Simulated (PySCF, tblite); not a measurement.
# C₆H₁₄BP: geometry, infrared bands and NMR shifts

Aim: predict the infrared bands and NMR shifts of C₆H₁₄BP (`CB(C)P1CC(C)C1`).

Programs: tblite 0.8.0 and PySCF 2.14.0, with density-fitted response routines of our own. Each step states its level of theory. These are calculated values for one molecule in the gas phase, unless marked as measured. Atoms are numbered from 0 throughout.

### Step 1. The starting structure

22 atoms, charge 0, multiplicity 1; geometry from: force field or distance geometry start.

Bonds of the start (Å): C0–B1 1.58, B1–C2 1.59, B1–P3 1.95, P3–C4 1.88, C4–C5 1.53, C5–C6 1.54, C5–C7 1.52, C7–P3 1.87, C0–H8 1.11, C0–H9 1.11, C0–H10 1.12, C2–H11 1.10, C2–H12 1.12, C2–H13 1.10, C4–H14 1.10, C4–H15 1.12, C5–H16 1.12, C6–H17 1.11, C6–H18 1.12, C6–H19 1.11, C7–H20 1.11, C7–H21 1.11.

### Step 2. Optimising the geometry with GFN2-xTB

The job: settings as JSON, then the geometry in Å.

```
{"job": {"kind": "relax", "xc": "GFN2-xTB", "basis": "xTB"}, "charge": 0, "multiplicity": 1}
C     -1.565300     1.021800    -1.892800
B     -1.458200     0.068900    -0.638300
C     -2.333200     0.372100     0.657600
P     -0.438200    -1.589100    -0.753800
C      0.562300    -1.380200     0.827300
C      1.768700    -0.743300     0.137200
C      2.023000     0.705400     0.579400
C      1.200200    -0.841400    -1.264600
H     -1.025300     0.594800    -2.758200
H     -1.151800     2.016600    -1.637000
H     -2.645400     1.140500    -2.168000
H     -1.988400     1.307800     1.133500
H     -3.406600     0.502800     0.358400
H     -2.276400    -0.458600     1.380400
H      0.818900    -2.361000     1.251400
H      0.077200    -0.727300     1.591400
H      2.688700    -1.362900     0.260000
H      1.106400     1.316800     0.465100
H      2.330400     0.720700     1.655600
H      2.842300     1.146700    -0.021200
H      1.093300     0.136500    -1.784700
H      1.767100    -1.568300    -1.883100
```

On the command line:

```sh
OMP_NUM_THREADS=1 python probes_run.py task.json out
```

The driver reads the jobs from task.json and runs them one after another.

Log:

```text
step      E/eV     max force
  0    -644.74565    1.620
  1    -644.88125    0.730
  2    -644.94878    0.415
  3    -644.97333    0.340
  4    -644.98536    0.238
  5    -644.99178    0.181
  6    -644.99995    0.213
  7    -645.00385    0.115
  8    -645.00539    0.063
  9    -645.00605    0.062
 10    -645.00678    0.075
 11    -645.00758    0.082
 12    -645.00841    0.063
 13    -645.00924    0.060
 14    -645.01014    0.061
 15    -645.01112    0.076
 16    -645.01205    0.072
 17    -645.01275    0.055
 18    -645.01320    0.052
 19    -645.01356    0.045
 20    -645.01396    0.047
 21    -645.01440    0.054
 22    -645.01484    0.064
 23    -645.01523    0.047
 24    -645.01561    0.065
 25    -645.01603    0.067
 26    -645.01653    0.061
 27    -645.01708    0.066
 28    -645.01765    0.052
 29    -645.01824    0.065
 30    -645.01880    0.062
 31    -645.01926    0.049
 32    -645.01956    0.037
 33    -645.01972    0.037
 34    -645.01984    0.025
 35    -645.01992    0.024
 36    -645.02000    0.017
 37    -645.02007    0.020
 38    -645.02015    0.021
 39    -645.02027    0.030
 40    -645.02044    0.043
 41    -645.02074    0.050
 42    -645.02127    0.063
 43    -645.02210    0.067
 44    -645.02319    0.068
 45    -645.02446    0.070
 46    -645.02591    0.100
 47    -645.02743    0.120
 48    -645.02904    0.091
 49    -645.03041    0.073
 50    -645.03143    0.078
 51    -645.03224    0.090
 52    -645.03292    0.074
 53    -645.03332    0.043
 54    -645.03343    0.041
 55    -645.03361    0.033
 56    -645.03372    0.027
 57    -645.03390    0.023
 58    -645.03405    0.026
 59    -645.03416    0.021
 60    -645.03424    0.022
 61    -645.03431    0.023
 62    -645.03440    0.021
 63    -645.03450    0.020
 64    -645.03458    0.018
 65    -645.03465    0.020
 66    -645.03472    0.014
 67    -645.03477    0.011
 68    -645.03479    0.008
```

Run time: 0.55 s. Hardware: 1 thread of Arm Neoverse V1, shared host.

Relaxation path: (not every step is listed)

```csv
step,energy from step 0 (eV),largest force (eV/Å)
0,0.0000,1.6199
1,-0.1356,0.7297
2,-0.2031,0.4152
3,-0.2277,0.3397
4,-0.2397,0.2381
5,-0.2461,0.1812
6,-0.2543,0.2126
7,-0.2582,0.1150
8,-0.2597,0.0634
13,-0.2636,0.0600
18,-0.2676,0.0519
23,-0.2696,0.0475
28,-0.2720,0.0525
33,-0.2741,0.0367
38,-0.2745,0.0208
43,-0.2765,0.0666
48,-0.2834,0.0907
53,-0.2877,0.0428
58,-0.2884,0.0263
63,-0.2889,0.0199
64,-0.2889,0.0181
65,-0.2890,0.0199
66,-0.2891,0.0142
67,-0.2891,0.0114
68,-0.2891,0.0083
```

Distances of close pairs at the start and the end, largest changes first:

```csv
bond,before (Å),after (Å),change (Å)
B1–P3,1.950,1.896,-0.054
C2–H12,1.122,1.090,-0.032
C0–H10,1.121,1.090,-0.031
C6–H18,1.119,1.089,-0.031
C4–H15,1.116,1.089,-0.027
C7–H20,1.113,1.089,-0.024
C5–C7,1.516,1.538,+0.023
C5–H16,1.116,1.095,-0.021
```

The end geometry stands in the next job.

### Step 3. Vibrational analysis with GFN2-xTB

The job: settings as JSON, then the geometry in Å.

```
{"job": {"kind": "ir", "xc": "GFN2-xTB", "basis": "xTB"}, "charge": 0, "multiplicity": 1}
C     -1.492621     1.068351    -1.851643
B     -1.390970     0.113638    -0.596137
C     -2.259758     0.420892     0.688094
P     -0.429536    -1.515841    -0.721482
C      0.619568    -1.499558     0.841722
C      1.750475    -0.730491     0.137366
C      1.756515     0.740931     0.515532
C      1.268992    -0.951697    -1.306955
H     -0.999583     0.676798    -2.740162
H     -1.044582     2.038971    -1.635718
H     -2.529553     1.274633    -2.114937
H     -1.894399     1.313989     1.196436
H     -3.296605     0.633129     0.429376
H     -2.262166    -0.386520     1.418866
H      0.910941    -2.511038     1.126592
H      0.189071    -1.001530     1.709043
H      2.741239    -1.155781     0.328166
H      0.772410     1.171259     0.329270
H      1.996278     0.865773     1.569949
H      2.490938     1.286515    -0.074078
H      1.294733    -0.070006    -1.945528
H      1.798202    -1.763030    -1.808054
```

Log:

```text
mode    cm-1     km/mol
  1     -72.0      0.21
  2      18.6      1.82
  3      71.5      0.01
  4      81.6      0.43
  5     140.5      0.00
  6     157.4      4.91
  7     254.1      0.03
  8     259.5      0.20
  9     284.3      0.06
 10     356.2      4.63
 11     361.4      0.07
 12     374.4      0.38
 13     505.0     13.28
 14     591.2      9.54
 15     697.1      8.60
 16     744.7      0.05
 17     772.8      5.54
 18     786.5      5.29
 19     815.1     17.72
 20     837.1     17.84
 21     842.4      0.17
 22     859.5     82.30
 23     901.0      0.78
 24     964.1      3.36
 25     980.9      2.16
 26    1017.5      0.50
 27    1058.2    190.97
 28    1071.7     24.10
 29    1118.9     16.63
 30    1130.7     75.73
 31    1176.1     14.88
 32    1187.5      0.85
 33    1203.4      2.44
 34    1256.5      0.28
 35    1320.4      7.48
 36    1386.9     28.18
 37    1396.5     18.87
 38    1406.9      3.60
 39    1446.4      0.02
 40    1451.1      3.02
 41    1482.3      0.04
 42    1490.5      3.67
 43    1490.8      0.03
 44    1498.5      0.97
 45    1500.2      0.47
 46    1501.5      4.35
 47    2919.5     67.32
 48    2972.1      2.80
 49    2976.1     51.92
 50    2987.5      2.14
 51    2990.1     26.79
 52    2990.3      6.93
 53    2993.7     59.66
 54    3005.5     58.42
 55    3005.6      7.97
 56    3011.1     67.17
 57    3020.1      5.20
 58    3020.9      3.15
 59    3021.8     63.49
 60    3026.9     29.26
```

It took 0.94 s on 1 thread of Arm Neoverse V1, shared host.

Which atoms move in the most intense modes:

```csv
cm⁻¹,km/mol,atoms
860,82.3,"B1 21 %, H9 11 %, H11 11 %"
1058,191.0,B1 43 %
1131,75.7,B1 54 %
2920,67.3,H16 91 %
2994,59.7,"H9 37 %, H11 33 %, H10 11 %"
3006,58.4,H17 89 %
3011,67.2,"H10 23 %, H12 23 %, H13 19 %, H8 17 %"
3022,63.5,"H18 42 %, H19 33 %"
```

### Step 4. NMR shieldings: PBE0/pcSseg-1

The job, as its differences from that of step 3:

```diff
@@ -1,2 +1,2 @@
-{"job": {"kind": "ir", "xc": "GFN2-xTB", "basis": "xTB"}, "charge": 0, "multiplicity": 1}
+{"job": {"kind": "nmr", "xc": "PBE0", "basis": "pcSseg-1"}, "charge": 0, "multiplicity": 1}
 C     -1.492621     1.068351    -1.851643
```

Method: GIAO PBE0/pcSseg-1 NMR shielding, non-relativistic, gas phase.

Log:

```text
coarse grid: 17912 points
cycle   1  E = -602.6352918877  dE =  7.002e-01  |g| = 5.273e-01  |ddm| = 4.094e+00
cycle   2  E = -602.6153843901  dE =  1.991e-02  |g| = 5.997e-01  |ddm| = 9.992e-01
cycle   3  E = -602.7095270338  dE = -9.414e-02  |g| = 6.154e-02  |ddm| = 5.888e-01
cycle   4  E = -602.7104714530  dE = -9.444e-04  |g| = 2.497e-02  |ddm| = 1.212e-01
cycle   5  E = -602.7106321251  dE = -1.607e-04  |g| = 4.762e-03  |ddm| = 2.880e-02
cycle   6  E = -602.7106369764  dE = -4.851e-06  |g| = 2.014e-03  |ddm| = 7.851e-03
final grid: 165592 points
cycle   7  E = -602.7589012888  dE = -7.140e-05  |g| = 1.059e-02  |ddm| = 4.551e-02
cycle   8  E = -602.7588866199  dE =  1.467e-05  |g| = 1.290e-02  |ddm| = 2.122e-02
cycle   9  E = -602.7589304684  dE = -4.385e-05  |g| = 1.044e-03  |ddm| = 1.334e-02
cycle  10  E = -602.7589307749  dE = -3.066e-07  |g| = 2.434e-04  |ddm| = 1.932e-03
cycle  11  E = -602.7589307891  dE = -1.418e-08  |g| = 7.315e-05  |ddm| = 2.623e-04
cycle  12  E = -602.7589307904  dE = -1.260e-09  |g| = 2.585e-05  |ddm| = 1.101e-04
cycle  13  E = -602.7589307906  dE = -1.855e-10  |g| = 5.769e-06  |ddm| = 3.929e-05
converged SCF energy = -602.7589307906

GIAO shielding tensors (ppm)
atom      isotropic    diamagn.    paramagn.     s11        s22        s33       span
  0 C      173.365     251.305     -77.941    151.533    178.152    190.409     38.876
  1 B        2.491     191.110    -188.619    -83.128    -31.670    122.269    205.397
  2 C      173.393     251.630     -78.237    151.577    178.114    190.489     38.912
  3 P      361.518     967.379    -605.860    295.329    369.436    419.790    124.461
  4 C      151.999     253.093    -101.094    127.017    145.540    183.440     56.422
  5 C      150.725     252.476    -101.750    129.073    160.475    162.628     33.554
  6 C      164.731     249.397     -84.666    141.665    169.768    182.761     41.096
  7 C      151.966     254.381    -102.416    126.987    145.521    183.388     56.401
  8 H       30.196      31.083      -0.887     25.915     30.852     33.821      7.906
  9 H       30.692      30.535       0.157     27.798     28.592     35.686      7.888
 10 H       30.677      28.874       1.803     26.265     28.732     37.033     10.767
 11 H       30.695      30.846      -0.152     27.781     28.609     35.694      7.912
 12 H       30.673      29.139       1.535     26.262     28.741     37.017     10.755
 13 H       30.199      31.519      -1.320     25.915     30.842     33.839      7.924
 14 H       28.672      31.877      -3.205     25.643     26.414     33.959      8.316
 15 H       30.004      32.827      -2.823     26.838     28.218     34.955      8.117
 16 H       29.087      32.323      -3.235     24.621     26.919     35.722     11.100
 17 H       30.926      32.773      -1.848     27.224     30.666     34.887      7.663
 18 H       30.877      30.720       0.157     26.889     27.635     38.108     11.219
 19 H       30.882      30.525       0.357     26.893     27.639     38.114     11.221
 20 H       30.000      32.812      -2.812     26.836     28.209     34.954      8.119
 21 H       28.669      31.899      -3.230     25.642     26.411     33.954      8.313
```

Run time: 51 s. Hardware: 1 thread of Arm Neoverse V1, shared host; peak memory 1 GiB.

The references, computed at this level on geometries of the same kind, shield at (ppm): ¹H TMS 31.72, ¹³C TMS 186.9, ³¹P H3PO4 318.4, ¹¹B BF3·OEt2 100.1. Their shielding less the atom's gives the shift. The references are single molecules in the gas phase, so shifts against H2O, NH3, PH3, H3PO4 or CFCl3 are not on the usual liquid scales and can be off by tens of ppm. Atoms listed in one row are averaged.

```csv
atoms,environment,σ (ppm),δ (ppm),δ scaled to CDCl3
C5,sp3 CH in a ring,150.7,36.2,33.4
"C4, C7",sp3 CH2 bonded to P,152.0,34.9,32.2
C6,methyl carbon,164.7,22.2,19.7
"C0, C2",methyl carbon bonded to B,173.4,13.5,11.3
"H14, H21",hydrogen on an sp3 CH2 bonded to P,28.67,3.05,2.98
H16,hydrogen on an sp3 CH in a ring,29.09,2.63,2.58
"H15, H20",hydrogen on an sp3 CH2 bonded to P,30.00,1.72,1.72
"H8, H9, H10, H11, H12, H13",hydrogen on a methyl carbon bonded to B,30.52,1.20,1.23
"H17, H18, H19",hydrogen on a methyl carbon,30.89,0.82,0.88
B1,"boron bonded to 2 C, P",2.5,97.6,–
P3,"phosphorus bonded to 2 C, B, in a 4-membered ring",361.5,-43.1,–
```

The scaled column applies a straight-line fit of computed shieldings to shifts measured in CDCl3 (root-mean-square error 0.16 ppm for H, 1.9 ppm for C).

The run also stored atomic charges by several schemes (e):

```csv
atoms,Mulliken,IAO,Hirshfeld,ESP fit
"C0, C2",-0.48,-0.57,-0.20,-0.72
B1,0.21,0.10,0.13,0.73
P3,0.14,0.36,0.08,-0.51
"C4, C7",-0.34,-0.42,-0.11,0.24
C5,-0.32,-0.09,-0.02,-0.08
C6,-0.22,-0.41,-0.12,-0.41
```

Mayer bond orders: C0–B1 1.05, B1–C2 1.05, B1–P3 1.07, P3–C4 0.97, C4–C5 0.97, C5–C6 1.03, C5–C7 0.97, C7–P3 0.97.

Ring of atoms P3, C4, C5, C7: NICS(0) -2.1, NICS(1) -1.1, NICS(1)zz 6.5 ppm (means of both faces; NICS(1) differs between them: -2.6 and 0.3).

Orbitals, density, ELF and potential are computed afterwards from the orbital file.

Frontier orbitals at PBE0/pcSseg-1, with the share of their density that lies nearest to each atom:

```csv
orbital,energy (eV),lies on
HOMO,-6.40,P3 59 %; B1 14 %
LUMO,-0.90,B1 49 %; P3 12 %
```

ELF in a plane through or near 11 of the atoms.

Ten even steps from ' ' (0.00) to '@' (1.00):
```
                                                        
                                                        
                                                        
                      ....      --**++..                
                  ..**@@@@==  ::@@@@@@++                
                  ::%%@@@@%%  --@@@@@@**--++**--        
                ..--%%@@@@##  ..##%%++**@@@@@@@@--      
                ..==**%%%%--    ==**==--@@@@@@@@++      
        ++%%%%**++%%@@**--..::--##@@@@####@@@@##        
      ..@@@@@@@@**::**==....++++..--##++......          
      ..@@@@@@@@##--**==....++++..::##++......          
        ++%%%%**++%%@@**--..::--**@@@@####@@@@##..      
                ..==**%%%%--    ==++====@@@@@@@@==      
                ..--%%@@@@%%  ..**%%++++@@@@@@@@--      
                  ::@@@@@@%%  ::@@@@@@**--++**--        
                  ..**@@@@==  ::@@@@@@++..              
                      ....      --**==..                
                                                        
                                                        
                                                        
```
The map spans 11.4 Å across and 9.7 Å up, centred on the molecule. Atoms in the plane (x, y in Å): C0 (2.1, 1.4), B1 (1.4, 0.0), C2 (2.1, -1.4), C5 (-1.9, 0.0), H8 (1.6, 2.2), H10 (3.1, 1.4), H12 (3.1, -1.4), H13 (1.6, -2.2), H15 (-0.9, -2.0), H16 (-3.0, 0.0), H20 (-0.9, 2.0).

On the surface of density 0.002 e/bohr³ the electrostatic potential runs, from the 1st to the 99th percentile, from -1.12 V near P3 to 0.64 V near H17.

### Step 5. Outcome

```
                                                               quantity                             value
                              strongest single infrared mode (GFN2-xTB)             1058 cm⁻¹, 191 km/mol
                                           zero-point energy (GFN2-xTB)                    117.5 kcal/mol
¹³C shifts against TMS (PBE0/pcSseg-1, means over atoms taken as alike)        36.2, 34.9, 22.2, 13.5 ppm
 ¹H shifts against TMS (PBE0/pcSseg-1, means over atoms taken as alike)  3.05, 2.63, 1.72, 1.20, 0.82 ppm
                            ¹¹B shifts against BF3·OEt2 (PBE0/pcSseg-1)                          97.6 ppm
                               ³¹P shifts against H3PO4 (PBE0/pcSseg-1)                         -43.1 ppm
                                  surface potential, 1st and 99th percentile                -1.12 V and 0.64 V
```

In words: Over 68 steps the energy fell by 0.289 eV; of the close pairs, B1–P3 changed most, 1.950 to 1.896 Å. The lowest mode is imaginary (72i cm⁻¹), so the xTB geometry is not a minimum. The strongest single mode, at 1058 cm⁻¹, is spread over many atoms; the largest shares are those of B1. Unscaled tight-binding wavenumbers are off by several per cent, some by more. Its intensities can rank the bands wrongly. At PBE0/pcSseg-1: The widest tensor belongs to B1: span 205 ppm, with a paramagnetic part of -189 ppm. At PBE0/pcSseg-1, counted by nearest atom on the grid, the HOMO lies on P3 59 %; B1 14 %, the LUMO on B1 49 %; P3 12 %.
